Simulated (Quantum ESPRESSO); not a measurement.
# PtSe in Quantum ESPRESSO: the effect of functional

Crystal: PtSe.

```
CELL_PARAMETERS angstrom
3.70187 0.00000 0.00000
-1.85094 3.20591 0.00000
0.00000 0.00000 3.61284
ATOMIC_POSITIONS crystal
Pt 0.00000 0.00000 0.00000
Se 0.66667 0.33333 0.50000
```

The cell comes from a database or a generator and needn't be the stable form of this composition.

Alike in all runs:

| Quantity | Value |
| --- | --- |
| Program | Quantum ESPRESSO 7.5 |
| Task | phonons |
| Cutoff | 612 eV |
| Density cutoff | 4898 eV |
| k mesh | 4 × 4 × 4, shifted |
| Occupations | fermi-dirac, width 0.05 eV |
| Spin | no spin polarisation |

Each run relaxes the cell or the atoms first.

Q: One run gave: relaxed volume 17.73 Å³/atom; highest phonon frequency 115 cm⁻¹. Which functional did it use?
A. vdW-DF-cx
B. BLYP
C. PBE
D. LDA
E. PBEsol

A: D.

```csv
functional,potentials or basis,relaxed volume (Å³/atom),highest phonon frequency (cm⁻¹)
LDA,GBRV 1.5 LDA,17.73,115
PBE,GBRV 1.5 PBE,18.93,89
PBEsol,GBRV 1.5 PBEsol,18.07,108
AM05,GBRV 1.5 PBE,18.03,108
WC,GBRV 1.5 PBE,18.22,107
BLYP,GBRV 1.5 PBE,20.41,62
vdW-DF-cx,GBRV 1.5 PBE,18.18,114
```

Caveats: all runs use coarse meshes; the mesh is thin for the phonons of a metal; some modes are imaginary; the volume moved by over 15 % at a fixed basis, so the end points are rough (some runs); the potentials were made for another functional, which shifts forces and pressure (some runs); before the sum rule the acoustic modes lie tens of cm⁻¹ from zero, a sign that the density grid also shifts the optical modes (some runs).

Not every run made on this cell is shown here.
